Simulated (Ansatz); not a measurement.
# Alloy of GaAs and GaP (21 of 32 As sites exchanged), 64 atoms with displaced atoms

How much do forces and the gap depend on the functional when the atoms are displaced? Levels: PBE and HSE06.

Method: density functional theory in Ansatz 0.2.0, PAW datasets, plane waves.

## 1. Starting point

64 atoms (32 Ga, 21 P, 11 As); a = 11.032 Å, b = 11.032 Å, c = 11.032 Å, α = 90.00°, β = 90.00°, γ = 90.00°. All atoms were shaken off their sites by about 0.03 Å along each axis.

Steps to follow: (2) PBE single point at the single k point (¼, ¼, ¼), on 1 × NVIDIA H100 80GB HBM3 with 2 threads of AMD EPYC 7R13; (3) HSE06 single point at the single k point (¼, ¼, ¼), on 1 × NVIDIA H100 80GB HBM3 with 2 threads of AMD EPYC 7R13.

## 2. PBE single point

The input, in.yaml:

```yaml
crystal:
  lattice:
    - [11.032034, 0.000000, 0.000000]
    - [0.000000, 11.032034, 0.000000]
    - [0.000000, 0.000000, 11.032034]
  atoms:
    - { symbol: Ga, position: [0.998286, 0.005528, 0.002423] }
    - { symbol: Ga, position: [0.996764, 0.000508, 0.500110] }
    - { symbol: Ga, position: [0.998319, 0.499131, 0.001390] }
    - { symbol: Ga, position: [0.999261, 0.502197, 0.499807] }
    - { symbol: Ga, position: [0.500537, 0.996893, 0.999745] }
    - { symbol: Ga, position: [0.498476, 0.002025, 0.494717] }
    - { symbol: Ga, position: [0.498269, 0.499996, 0.004574] }
    - { symbol: Ga, position: [0.498432, 0.503351, 0.498885] }
    - { symbol: Ga, position: [0.251747, 0.255019, 0.003406] }
    - { symbol: Ga, position: [0.251276, 0.249315, 0.497722] }
    - { symbol: Ga, position: [0.252208, 0.751806, 0.004493] }
    - { symbol: Ga, position: [0.248780, 0.751280, 0.497665] }
    - { symbol: Ga, position: [0.756333, 0.251901, 0.999322] }
    - { symbol: Ga, position: [0.751898, 0.248416, 0.500217] }
    - { symbol: Ga, position: [0.745631, 0.752159, 0.003743] }
    - { symbol: Ga, position: [0.744659, 0.747070, 0.497974] }
    - { symbol: Ga, position: [0.243853, 0.001267, 0.252104] }
    - { symbol: Ga, position: [0.246342, 0.995491, 0.749292] }
    - { symbol: Ga, position: [0.248363, 0.498756, 0.249998] }
    - { symbol: Ga, position: [0.253745, 0.502079, 0.750671] }
    - { symbol: Ga, position: [0.748900, 0.999263, 0.255784] }
    - { symbol: Ga, position: [0.746661, 0.998805, 0.751823] }
    - { symbol: Ga, position: [0.749771, 0.499198, 0.247849] }
    - { symbol: Ga, position: [0.752238, 0.500403, 0.748561] }
    - { symbol: Ga, position: [0.004007, 0.247413, 0.250140] }
    - { symbol: Ga, position: [0.992577, 0.251717, 0.748666] }
    - { symbol: Ga, position: [0.002403, 0.748305, 0.249321] }
    - { symbol: Ga, position: [0.999131, 0.752260, 0.750061] }
    - { symbol: Ga, position: [0.499495, 0.247583, 0.250063] }
    - { symbol: Ga, position: [0.501367, 0.245963, 0.750406] }
    - { symbol: Ga, position: [0.496046, 0.750188, 0.251385] }
    - { symbol: Ga, position: [0.492787, 0.751647, 0.747765] }
    - { symbol: P, position: [0.122152, 0.124965, 0.120830] }
    - { symbol: P, position: [0.123532, 0.122054, 0.622721] }
    - { symbol: P, position: [0.122837, 0.621224, 0.626314] }
    - { symbol: P, position: [0.624578, 0.120609, 0.124952] }
    - { symbol: P, position: [0.622194, 0.628572, 0.623970] }
    - { symbol: P, position: [0.375847, 0.378813, 0.124935] }
    - { symbol: P, position: [0.378578, 0.375405, 0.628092] }
    - { symbol: P, position: [0.374544, 0.879847, 0.122746] }
    - { symbol: P, position: [0.373404, 0.875176, 0.628198] }
    - { symbol: P, position: [0.874239, 0.373606, 0.125326] }
    - { symbol: P, position: [0.876852, 0.371498, 0.628223] }
    - { symbol: P, position: [0.373333, 0.129596, 0.376053] }
    - { symbol: P, position: [0.374681, 0.626036, 0.376270] }
    - { symbol: P, position: [0.379569, 0.623120, 0.875129] }
    - { symbol: P, position: [0.876281, 0.127395, 0.375559] }
    - { symbol: P, position: [0.873565, 0.124869, 0.879464] }
    - { symbol: P, position: [0.879284, 0.624705, 0.374561] }
    - { symbol: P, position: [0.121532, 0.373086, 0.373406] }
    - { symbol: P, position: [0.124702, 0.374989, 0.879753] }
    - { symbol: P, position: [0.121797, 0.870234, 0.879481] }
    - { symbol: P, position: [0.626580, 0.375522, 0.873242] }
    - { symbol: As, position: [0.120681, 0.621824, 0.122714] }
    - { symbol: As, position: [0.628506, 0.122469, 0.625276] }
    - { symbol: As, position: [0.625949, 0.620315, 0.124808] }
    - { symbol: As, position: [0.871781, 0.877229, 0.124279] }
    - { symbol: As, position: [0.878160, 0.874398, 0.625951] }
    - { symbol: As, position: [0.377357, 0.122537, 0.872690] }
    - { symbol: As, position: [0.873438, 0.624792, 0.877132] }
    - { symbol: As, position: [0.123184, 0.879295, 0.376196] }
    - { symbol: As, position: [0.626592, 0.376952, 0.373752] }
    - { symbol: As, position: [0.626637, 0.875360, 0.370777] }
    - { symbol: As, position: [0.623540, 0.873644, 0.873539] }
  symmetry: { detect: false }
kpoints:
  mp_grid: { grid: [1, 1, 1], shift: [0.25, 0.25, 0.25] }
hamiltonian:
  xc: pbe
scf:
  occupations: { method: fermi_dirac, width: 0.01 }
output:
  forces: true
  eigenvalues: true
  populations: true
  eigenstates: { kpoints: [[0.25, 0.25, 0.25]], e_range: [-6.0, 6.0], localisation: true }
  write_density: true
  write_potential: true
  elf: true
  volumetric_format: npy
```

Started as:

```
> ansatz run in.yaml --threads 2 --pin off --max-ram 20900MiB --runs-dir r --events-out ev --progress --plain --backend cuda --devices 0, --max-vram 18GiB
```

## 3. Single point with HSE06

Changes to in.yaml since step 2:

```diff
@@ -74,3 +74,3 @@
 hamiltonian:
-  xc: pbe
+  xc: hse06
 scf:
@@ -82,5 +82 @@
   eigenstates: { kpoints: [[0.25, 0.25, 0.25]], e_range: [-6.0, 6.0], localisation: true }
-  write_density: true
-  write_potential: true
-  elf: true
-  volumetric_format: npy
```

What does the calculation give? Wanted: for each run, top filled to lowest empty; force change.

**Answer**, as computed:

```
level         time  top filled to lowest empty (eV)  force change (eV/Å rms)
  PBE  6.2 s (GPU)                             1.74                        0
HSE06   83 s (GPU)                             2.60                    0.022
```

**Reading.** At the same k points, PBE gives a spacing 0.87 eV smaller than the 2.60 eV of HSE06. The HSE06 single point took about 13 times as long as the PBE one on the same kind of device. HSE06 forces are 3 % stiffer than those of PBE by the slope, and differ by 0.02 eV/Å rms. No spin–orbit coupling is included; with elements this heavy it would shift the edges. With one k point the spacing samples only the states that fold onto it, so it can exceed the gap over the zone.
